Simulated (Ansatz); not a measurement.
# C4H12O2Si: the cost of one run

Program: Ansatz 0.2.0. Level of theory: RKS B3LYP/STO-3G. These are calculated values, not measurements.

## Step 1: The structure to begin with

Bond lengths (14 of 18 bonds, heavy atoms first): Si1–C2 1.870 Å, Si1–O6 1.680 Å, O6–C7 1.420 Å, Si1–O11 1.679 Å, O11–C12 1.420 Å, Si1–C16 1.869 Å, C2–H3 1.110 Å, C2–H4 1.110 Å, C2–H5 1.110 Å, C7–H8 1.110 Å, C7–H9 1.110 Å, C7–H10 1.110 Å, C12–H13 1.110 Å, C12–H14 1.110 Å. Angles (14 of 32 angles, heavy atoms first): C2–Si1–O6 109.4°, C2–Si1–O11 109.5°, C2–Si1–C16 109.5°, O6–Si1–O11 109.5°, O6–Si1–C16 109.5°, O11–Si1–C16 109.5°, Si1–O6–C7 125.0°, Si1–O11–C12 125.0°, Si1–C2–H3 109.5°, Si1–C2–H4 109.5°, Si1–C2–H5 109.5°, O6–C7–H8 109.5°, O6–C7–H9 109.5°, O6–C7–H10 109.5°.

The coordinates stand in the first input below.

## Step 2: Relaxing the start

File input.yaml:

```yaml
crystal:
  periodic: [false, false, false]
  atoms:
    - { symbol: Si, position_ang: [0.0, 0.0, 0.0] }
    - { symbol: C, position_ang: [0.0, 0.0, 1.87] }
    - { symbol: H, position_ang: [-0.9996, -0.3092, 2.2405] }
    - { symbol: H, position_ang: [0.7676, -0.7111, 2.2405] }
    - { symbol: H, position_ang: [0.232, 1.0203, 2.2405] }
    - { symbol: O, position_ang: [1.5842, 0.0, -0.5594] }
    - { symbol: C, position_ang: [2.3503, -1.1632, -0.836] }
    - { symbol: H, position_ang: [1.7187, -1.9052, -1.3675] }
    - { symbol: H, position_ang: [3.2179, -0.8926, -1.4733] }
    - { symbol: H, position_ang: [2.7141, -1.6023, 0.1163] }
    - { symbol: O, position_ang: [-0.7913, 1.3709, -0.5594] }
    - { symbol: C, position_ang: [-2.1512, 1.4177, -0.9653] }
    - { symbol: H, position_ang: [-2.7687, 0.8215, -0.2614] }
    - { symbol: H, position_ang: [-2.5023, 2.4707, -0.9639] }
    - { symbol: H, position_ang: [-2.2473, 0.9975, -1.9882] }
    - { symbol: C, position_ang: [-0.8808, -1.5259, -0.6227] }
    - { symbol: H, position_ang: [-1.3804, -2.0377, 0.2261] }
    - { symbol: H, position_ang: [-1.6409, -1.2332, -1.3768] }
    - { symbol: H, position_ang: [-0.1449, -2.2146, -1.0879] }
basis:
  gaussian: { orbitals: STO-3G }
hamiltonian:
  xc: b3lyp
relax:
  f_tol: 0.02
  max_steps: 40
```

The run is started by

```sh
$ ansatz run input.yaml --threads 1 --pin off --max-ram 2048MiB --backend cpu --events-out ev --progress --plain --runs-dir out
```

**Question.** How long does this run take on 1 thread of Arm Neoverse V2, shared host, and how much memory does it need?

About 1.8 min, with a peak of 0.14 GiB.
